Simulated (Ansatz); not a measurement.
**RuSi+ (quartet): the correlation ladder, def2-TZVPP**

The task here is to estimate one member of a computed series from the others.

Method: def2-TZVPP, core rule «outside noble gas», up to 9 orbitals frozen; program: Ansatz 0.2.0, Gaussian basis.

Plan: UHF; ROHF; CCSD(T) on UHF.

**The geometry**

The geometry is a PBE0/def2-TZVP stationary point (not a proven minimum) of the parent state, kept for this charge and spin. No spin-orbit coupling is included. Elements past krypton take def2 core potentials.

2 atoms, charge 1, spin multiplicity 4.

Atoms are counted from 1 here; the program's logs count them from 0.

Bond lengths: Ru1–Si2 2.054 Å.

The first run:

The input, in.yaml:

```yaml
crystal:
  periodic: [false, false, false]
  atoms:
    - {symbol: Ru, position_ang: [0.000000, 0.000000, 0.000000]}
    - {symbol: Si, position_ang: [0.000000, 0.000000, 2.054200]}
basis:
  gaussian: {orbitals: def2-TZVPP}
total_charge: 1
magnetization: {spin_polarized: true, initial_magnetization: 3}
hamiltonian: {xc: hf}
output: {orbitals: {seedname: orbitals}}
```

Started as:

```
$ ansatz run in.yaml --threads 1 --pin off --events-out ev --progress --plain --max-ram 4096MiB --backend cpu
```

Among the steps run: UHF; ROHF; CCSD(T) on UHF.

One table of the session follows, with a row left open; its other results are not shown here.

```
  method  from UCCSD(T) (meV)
    ROHF             +10021.1
    UMP2                    ?
   UCCSD               +648.7
UCCSD(T)                    0
```

**Question.** Estimate the row for UMP2.

**Answer.** from UCCSD(T) (meV): +435.9. In the column «from UCCSD(T) (meV)» it lies between UCCSD(T) (0) and UCCSD (+648.7).

Left out of the table: UHF (another determinant or state than the rows shown).

The program flags UCCSD(T) as in doubt (see the logs), so the zero of the table is itself unsure.

Caveats from the session: The determinant is far from a pure spin state, so its energy mixes those of several spin states (harmless only where they are near-degenerate, as at dissociation). The program flags UCCSD(T) as in doubt, so the zero of the table is itself unsure. Warnings: spin contamination; coupled cluster took another determinant than the lowest.
